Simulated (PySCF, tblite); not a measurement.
**C7H11GeN: geometry, infrared bands and NMR shifts**

Wanted: the infrared bands and NMR shifts of C7H11GeN (`CC(C)[C@@H](C#N)C#[C][GeH3]`), by calculation.

Programs: tblite 0.8.0 and PySCF 2.14.0, with density-fitted response routines of our own. Each step states its level of theory. These are calculated values for one molecule in the gas phase, unless marked as measured. Atoms are numbered from 0 throughout.

## 1. Starting geometry

20 atoms, charge 0, multiplicity 1; geometry from: force field or distance geometry start.

Bonds of the start (Å): C0–C1 1.53, C1–C2 1.53, C1–C3 1.55, C3–C4 1.47, C4–N5 1.16, C3–C6 1.47, C6–C7 1.21, C7–Ge8 1.89, C0–H9 1.10, C0–H10 1.12, C0–H11 1.10, C1–H12 1.12, C2–H13 1.12, C2–H14 1.11, C2–H15 1.12, C3–H16 1.12, Ge8–H17 1.55, Ge8–H18 1.56, Ge8–H19 1.55.

## 2. Relaxing the molecule with GFN2-xTB

Job settings and geometry (Å):

```
{"job": {"kind": "relax", "xc": "GFN2-xTB", "basis": "xTB"}, "charge": 0, "multiplicity": 1}
C     -1.264000    -0.310200    -1.555300
C     -1.541800    -0.483000    -0.058000
C     -1.963500     0.842700     0.580200
C     -0.329800    -1.089000     0.704400
C     -0.055000    -2.470400     0.270600
N      0.157200    -3.549900    -0.093400
C      0.892700    -0.285400     0.562900
C      1.895800     0.381800     0.449700
Ge     3.458800     1.421800     0.252600
H     -0.999500    -1.276800    -2.016800
H     -2.193600     0.060300    -2.061100
H     -0.459600     0.421300    -1.729400
H     -2.400600    -1.187400     0.068200
H     -2.887300     1.220000     0.074300
H     -1.178100     1.621100     0.474500
H     -2.203000     0.710400     1.667700
H     -0.573900    -1.146300     1.798400
H      3.273800     2.393700    -0.940700
H      3.695100     2.237800     1.556800
H      4.671200     0.498200    -0.008600
```

Started as:

```sh
OMP_NUM_THREADS=1 python probes_run.py task.json out
```

This one command runs all jobs of the session in turn.

Log:

```text
step      E/eV     max force
  0    -689.26231    2.092
  1    -689.28969    5.373
  2    -689.39713    0.793
  3    -689.42154    0.609
  4    -689.43276    1.124
  5    -689.44580    0.414
  6    -689.45078    0.223
  7    -689.45484    0.128
  8    -689.45618    0.132
  9    -689.45765    0.097
 10    -689.45881    0.070
 11    -689.45997    0.091
 12    -689.46094    0.088
 13    -689.46185    0.083
 14    -689.46262    0.082
 15    -689.46321    0.055
 16    -689.46364    0.058
 17    -689.46400    0.058
 18    -689.46434    0.050
 19    -689.46464    0.044
 20    -689.46493    0.049
 21    -689.46522    0.047
 22    -689.46552    0.052
 23    -689.46581    0.047
 24    -689.46609    0.042
 25    -689.46637    0.052
 26    -689.46664    0.039
 27    -689.46684    0.038
 28    -689.46698    0.035
 29    -689.46711    0.028
 30    -689.46724    0.035
 31    -689.46736    0.028
 32    -689.46744    0.021
 33    -689.46749    0.016
 34    -689.46754    0.018
 35    -689.46760    0.022
 36    -689.46765    0.018
 37    -689.46769    0.019
 38    -689.46774    0.018
 39    -689.46781    0.024
 40    -689.46791    0.029
 41    -689.46803    0.030
 42    -689.46814    0.037
 43    -689.46825    0.036
 44    -689.46839    0.038
 45    -689.46852    0.030
 46    -689.46861    0.018
 47    -689.46867    0.021
 48    -689.46872    0.021
 49    -689.46878    0.021
 50    -689.46882    0.016
 51    -689.46883    0.010
```

Wall time 0.72 s (1 thread of Arm Neoverse N1, shared host); peak memory 0.18 GiB.

Relaxation path: (not every step is listed)

| step | energy from step 0 (eV) | largest force (eV/Å) |
| --- | --- | --- |
| 0 | 0.0000 | 2.0918 |
| 1 | -0.0274 | 5.3734 |
| 2 | -0.1348 | 0.7926 |
| 3 | -0.1592 | 0.6091 |
| 4 | -0.1705 | 1.1240 |
| 5 | -0.1835 | 0.4135 |
| 6 | -0.1885 | 0.2230 |
| 7 | -0.1925 | 0.1277 |
| 8 | -0.1939 | 0.1316 |
| 11 | -0.1977 | 0.0915 |
| 14 | -0.2003 | 0.0823 |
| 17 | -0.2017 | 0.0585 |
| 20 | -0.2026 | 0.0494 |
| 23 | -0.2035 | 0.0471 |
| 26 | -0.2043 | 0.0393 |
| 29 | -0.2048 | 0.0285 |
| 32 | -0.2051 | 0.0213 |
| 35 | -0.2053 | 0.0220 |
| 38 | -0.2054 | 0.0181 |
| 41 | -0.2057 | 0.0303 |
| 44 | -0.2061 | 0.0377 |
| 46 | -0.2063 | 0.0184 |
| 47 | -0.2064 | 0.0206 |
| 48 | -0.2064 | 0.0207 |
| 49 | -0.2065 | 0.0211 |
| 50 | -0.2065 | 0.0159 |
| 51 | -0.2065 | 0.0103 |

Distances of close pairs at the start and the end, largest changes first:

| bond | before (Å) | after (Å) | change (Å) |
| --- | --- | --- | --- |
| Ge8–H18 | 1.556 | 1.491 | -0.065 |
| Ge8–H17 | 1.550 | 1.491 | -0.059 |
| Ge8–H19 | 1.546 | 1.488 | -0.058 |
| C0–H10 | 1.121 | 1.087 | -0.034 |
| C2–H15 | 1.121 | 1.088 | -0.033 |
| C2–H13 | 1.119 | 1.087 | -0.031 |
| C3–C4 | 1.474 | 1.448 | -0.025 |
| C3–H16 | 1.122 | 1.099 | -0.023 |

The final coordinates are the input of the step that follows.

## 3. Vibrational analysis with GFN2-xTB

Job settings and geometry (Å):

```
{"job": {"kind": "ir", "xc": "GFN2-xTB", "basis": "xTB"}, "charge": 0, "multiplicity": 1}
C     -1.238096    -0.330657    -1.521107
C     -1.555904    -0.486023    -0.037390
C     -1.939198     0.853899     0.582661
C     -0.345830    -1.089441     0.720589
C     -0.052803    -2.419314     0.227028
N      0.171572    -3.466742    -0.170688
C      0.853998    -0.276658     0.582492
C      1.848981     0.390201     0.447469
Ge     3.413476     1.426450     0.234200
H     -0.961914    -1.288093    -1.958532
H     -2.107377     0.051888    -2.050669
H     -0.412080     0.364531    -1.660485
H     -2.392308    -1.186124     0.075548
H     -2.789866     1.277907     0.054491
H     -1.107116     1.552532     0.515776
H     -2.211377     0.737590     1.630111
H     -0.594650    -1.174897     1.787720
H      3.214209     2.349594    -0.920171
H      3.641250     2.211145     1.481675
H      4.559884     0.512887    -0.023755
```

Log:

```text
mode    cm-1     km/mol
  1      14.4      0.03
  2      51.1      1.48
  3      59.5      0.31
  4      82.7      2.08
  5     127.9      3.40
  6     170.5      1.59
  7     179.7      4.09
  8     207.3      0.08
  9     231.3      0.65
 10     310.6      0.04
 11     320.2      0.20
 12     346.2      4.28
 13     370.9      4.05
 14     391.8      9.82
 15     497.9      2.30
 16     545.6    113.61
 17     547.9    124.69
 18     561.6     16.60
 19     649.3     12.51
 20     771.6    457.06
 21     834.4      6.25
 22     838.8    101.45
 23     840.2    112.14
 24     945.9      2.65
 25     955.4      1.64
 26     988.3      0.07
 27    1020.7      2.87
 28    1042.9      6.01
 29    1102.3      0.81
 30    1144.1      5.76
 31    1190.1      9.48
 32    1216.4      6.64
 33    1228.6      9.72
 34    1316.9     11.53
 35    1325.8      3.53
 36    1411.3      6.84
 37    1424.4      4.46
 38    1491.9      0.20
 39    1493.0      1.20
 40    1501.9      3.46
 41    1504.0      6.10
 42    2024.3    166.29
 43    2091.8    431.16
 44    2107.1    407.74
 45    2299.8    106.10
 46    2408.4    199.36
 47    2886.8     15.31
 48    2927.1     44.68
 49    3026.0     23.75
 50    3030.3     12.88
 51    3033.5     58.18
 52    3035.5     14.09
 53    3041.8     16.43
 54    3044.8     50.99
```

Run time: 1.5 s. Hardware: 1 thread of Arm Neoverse N1, shared host; peak memory 0.18 GiB.

Which atoms move in the most intense modes:

| cm⁻¹ | km/mol | atoms |
| --- | --- | --- |
| 546 | 113.6 | H19 44 %, H18 20 %, H17 16 %, C7 12 % |
| 548 | 124.7 | H17 37 %, H18 35 %, C7 11 %, H19 11 % |
| 772 | 457.1 | H19 32 %, H18 32 %, H17 32 % |
| 840 | 112.1 | H17 44 %, H18 43 %, H19 11 % |
| 2024 | 166.3 | H17 39 %, H18 38 %, H19 22 % |
| 2092 | 431.2 | H17 49 %, H18 49 % |
| 2107 | 407.7 | H19 76 %, H18 12 %, H17 10 % |
| 2408 | 199.4 | C4 59 %, N5 39 % |

## 4. Shielding tensors: PBE0/pcSseg-1

Settings changed since step 3:

```diff
@@ -1,2 +1,2 @@
-{"job": {"kind": "ir", "xc": "GFN2-xTB", "basis": "xTB"}, "charge": 0, "multiplicity": 1}
+{"job": {"kind": "nmr", "xc": "PBE0", "basis": "pcSseg-1"}, "charge": 0, "multiplicity": 1}
 C     -1.238096    -0.330657    -1.521107
```

Level: GIAO PBE0/pcSseg-1 NMR shielding, non-relativistic, gas phase.

Log:

```text
coarse grid: 75992 points
cycle   1  E = -2403.9911599702  dE =  4.366e-01  |g| = 1.023e+00  |ddm| = 4.542e+00
cycle   2  E = -2403.8105804827  dE =  1.806e-01  |g| = 1.345e+00  |ddm| = 1.748e+00
cycle   3  E = -2404.0652647135  dE = -2.547e-01  |g| = 4.725e-01  |ddm| = 1.266e+00
cycle   4  E = -2404.1119116841  dE = -4.665e-02  |g| = 9.147e-02  |ddm| = 3.657e-01
cycle   5  E = -2404.1131423592  dE = -1.231e-03  |g| = 3.738e-02  |ddm| = 8.953e-02
cycle   6  E = -2404.1134545964  dE = -3.122e-04  |g| = 9.165e-03  |ddm| = 3.115e-02
cycle   7  E = -2404.1134737542  dE = -1.916e-05  |g| = 1.864e-03  |ddm| = 9.540e-03
cycle   8  E = -2404.1134745623  dE = -8.081e-07  |g| = 3.786e-04  |ddm| = 2.336e-03
final grid: 161584 points
cycle   9  E = -2404.1134839521  dE = -4.751e-08  |g| = 5.369e-04  |ddm| = 3.134e-03
cycle  10  E = -2404.1134837556  dE =  1.965e-07  |g| = 1.096e-03  |ddm| = 1.113e-03
cycle  11  E = -2404.1134840076  dE = -2.520e-07  |g| = 1.876e-04  |ddm| = 8.027e-04
cycle  12  E = -2404.1134840156  dE = -7.953e-09  |g| = 1.778e-05  |ddm| = 1.553e-04
cycle  13  E = -2404.1134840156  dE = -5.139e-11  |g| = 1.152e-05  |ddm| = 2.228e-05
converged SCF energy = -2404.1134840156

GIAO shielding tensors (ppm)
atom      isotropic    diamagn.    paramagn.     s11        s22        s33       span
  0 C      167.231     249.309     -82.077    154.927    160.036    186.731     31.804
  1 C      151.010     247.547     -96.537    142.073    149.254    161.704     19.631
  2 C      164.656     247.712     -83.056    147.505    158.550    187.913     40.408
  3 C      156.378     244.781     -88.403    143.905    155.435    169.793     25.888
  4 C       64.714     261.421    -196.707    -53.668    -46.300    294.111    347.778
  5 N      -32.913     340.641    -373.554   -202.100   -185.603    288.964    491.064
  6 C       78.682     271.191    -192.509    -20.400    -16.450    272.895    293.295
  7 C       99.045     270.814    -171.770     12.715     19.991    264.428    251.713
  8 Ge    1614.313    2755.583   -1141.270   1584.848   1590.583   1667.509     82.661
  9 H       30.065      31.463      -1.398     25.331     28.684     36.180     10.849
 10 H       30.768      30.393       0.375     26.313     28.096     37.894     11.581
 11 H       30.332      32.263      -1.931     25.813     30.402     34.782      8.969
 12 H       29.772      31.466      -1.693     26.182     27.635     35.499      9.317
 13 H       30.615      29.690       0.926     26.006     28.088     37.752     11.746
 14 H       30.337      31.509      -1.172     25.706     30.807     34.498      8.792
 15 H       30.760      29.965       0.795     26.453     27.719     38.107     11.654
 16 H       28.371      28.845      -0.474     25.426     25.959     33.729      8.303
 17 H       27.765      28.757      -0.992     20.457     23.587     39.252     18.794
 18 H       27.780      28.122      -0.342     20.658     23.026     39.656     18.997
 19 H       27.716      28.132      -0.416     20.563     23.014     39.570     19.007
```

Run time: 2.1 min. Hardware: 1 thread of Arm Neoverse N1, shared host; peak memory 1 GiB.

The references, computed at this level on geometries of the same kind, shield at (ppm): 1H TMS 31.72, 13C TMS 186.9, 15N NH3 267.7, 73Ge GeMe4 1331. Their shielding less the atom's gives the shift. The references are single molecules in the gas phase, so shifts against H2O, NH3, PH3, H3PO4 or CFCl3 are not on the usual liquid scales and can be off by tens of ppm. Atoms listed in one row are averaged.

| atoms | environment | σ (ppm) | δ (ppm) |
| --- | --- | --- | --- |
| C4 | nitrile carbon | 64.7 | 122.2 |
| C6 | alkyne carbon | 78.7 | 108.2 |
| C7 | alkyne carbon | 99.0 | 87.9 |
| C1 | sp3 CH | 151.0 | 35.9 |
| C3 | sp3 CH α to a nitrile | 156.4 | 30.5 |
| C2 | methyl carbon | 164.7 | 22.3 |
| C0 | methyl carbon | 167.2 | 19.7 |
| H17, H18, H19 | hydrogen on a germanium bonded to C | 27.75 | 3.96 |
| H16 | hydrogen on an sp3 CH α to a nitrile | 28.37 | 3.35 |
| H12 | hydrogen on an sp3 CH | 29.77 | 1.94 |
| H9, H10, H11 | hydrogen on a methyl carbon | 30.39 | 1.33 |
| H13, H14, H15 | hydrogen on a methyl carbon | 30.57 | 1.15 |
| N5 | nitrile nitrogen | -32.9 | 300.6 |
| Ge8 | germanium bonded to C, 3 H | 1614 | -283 |

Charges from the same density, by scheme (e):

| atoms | Mulliken | IAO | Hirshfeld | ESP fit |
| --- | --- | --- | --- | --- |
| C0 | -0.21 | -0.43 | -0.12 | -0.60 |
| C1 | -0.33 | -0.08 | 0.00 | 0.52 |
| C2 | -0.19 | -0.42 | -0.12 | -0.59 |
| C3 | -0.28 | -0.16 | 0.01 | -0.66 |
| C4 | 0.17 | 0.15 | 0.09 | 0.53 |
| N5 | -0.24 | -0.24 | -0.22 | -0.49 |
| C6 | 0.12 | -0.02 | -0.02 | 0.21 |
| C7 | -0.44 | -0.31 | -0.15 | -0.34 |
| Ge8 | 0.35 | 0.54 | 0.34 | 0.35 |

Mayer bond orders: C0–C1 1.02, C1–C2 1.04, C1–C3 0.99, C3–C4 1.00, C4–N5 3.06, C3–C6 0.93, C6–C7 2.77, C7–Ge8 0.84.

Orbitals, density, ELF and potential are computed afterwards from the orbital file.

Frontier orbitals at PBE0/pcSseg-1, with the share of their density that lies nearest to each atom:

| orbital | energy (eV) | lies on |
| --- | --- | --- |
| HOMO | -8.17 | C6, C7 about 37 % each |
| LUMO | -0.16 | C6, C7 about 24 % each; N5 9 %; C4 8 % |

ELF in a plane through or near 9 of the atoms.

Ten even steps from ' ' (0.00) to '@' (1.00):
```
                                                        
                                                        
                                                        
                                                        
                                  ..--..                
                          **%%==..##@@@@..              
        ..--::..          @@@@@@##@@@@@@==              
      ::**%%**--    ..    **@@@@::==%%**                
      --##%%::::::==++++::  ..++%%%%::                  
      ..--::======%%++%%##--  --++::##%%++..            
      ::++==....##**==##..##**%%%%==@@@@@@++            
      ##@@@@##--++####%%==##**++**::%%@@@@::            
      %%@@@@%%....--++**==..**%%**..                    
      ::##%%==      ..    --++----**..                  
                          ++####%%**--..                
                        ..==##::..##==..                
                          ==%%@@@@%%==                  
                          ::++%%%%**..                  
                                                        
                                                        
```
The map spans 14.1 Å across and 11.8 Å up, centred on the molecule. Atoms in the plane (x, y in Å): C1 (1.6, 0.1), C2 (1.5, 1.5), C4 (0.8, -2.2), N5 (1.0, -3.3), C6 (-0.8, -0.5), C7 (-1.9, -0.2), H12 (2.6, -0.3), H13 (2.2, 2.1), H14 (0.5, 1.9).

log10 of the density (e/Å³) in the same plane.

Ten even steps from ' ' (-4.0) to '@' (1.4):
```
                                                        
                                                        
                                                        
                            ............                
            ..          ..::::----------..              
      ....::::::....  ..::====++++++++==--..            
    ..::--======----::::--++**########++==::            
  ..::--==++++++==========++**##%%##**++--::            
  ..::==++**##****++++++++++++**####**++--::            
  ..::==++##@@%%**######****++**######**==--..          
  ..--==++**########@@%%%%##############++--..          
  ..::==++****++****##############****++==--..          
  ..::==++++++====++++++******####++====--::            
    ..::--==--------======++##@@##**==--..              
      ....::::......::--==++##%%%%**==--..              
                      ::--++##@@%%**==--..              
                      ..--==**####**==--                
                        ::--==++++==--..                
                          ..::::::::                    
                                                        
```
The map spans 14.1 Å across and 11.8 Å up, centred on the molecule. Atoms in the plane (x, y in Å): C1 (1.6, 0.1), C2 (1.5, 1.5), C4 (0.8, -2.2), N5 (1.0, -3.3), C6 (-0.8, -0.5), C7 (-1.9, -0.2), H12 (2.6, -0.3), H13 (2.2, 2.1), H14 (0.5, 1.9).

On the surface of density 0.002 e/bohr³ the electrostatic potential runs, from the 1st to the 99th percentile, from -1.75 V near N5 to 1.36 V near H16.

## 5. Outcome

| quantity | value |
| --- | --- |
| strongest single infrared mode (GFN2-xTB) | 772 cm⁻¹, 457 km/mol |
| zero-point energy (GFN2-xTB) | 94.7 kcal/mol |
| 13C shifts against TMS (PBE0/pcSseg-1) | 122.2, 108.2, 87.9, 35.9, 30.5, 22.3, 19.7 ppm |
| 1H shifts against TMS (PBE0/pcSseg-1, means over atoms taken as alike) | 3.96, 3.35, 1.94, 1.33, 1.15 ppm |
| 15N shifts against NH3 (PBE0/pcSseg-1) | 300.6 ppm |
| 73Ge shifts against GeMe4 (PBE0/pcSseg-1) | -283 ppm |
| surface potential, 1st and 99th percentile | -1.75 V and 1.36 V |

Relaxing lowered the energy by 0.207 eV in 51 steps; the close pair that moved most is Ge8–H18, from 1.556 to 1.491 Å. All 54 modes are real, so the xTB geometry is a minimum. The strongest single mode, at 772 cm⁻¹, has its largest shares on H19, H18 and H17 (the list is cut at 3 atoms). Unscaled tight-binding wavenumbers are off by several per cent, some by more. Its intensities can rank the bands wrongly. The most deshielded carbon is C4 (nitrile carbon), at 122.2 ppm: this is the usual window of a C≡N carbon, which has no attached hydrogen. At PBE0/pcSseg-1: Shielding is most anisotropic at N5 (span 491 ppm, paramagnetic term -374 ppm). Spin-orbit coupling is left out, which matters for shieldings and couplings at and beside the heavy atoms.
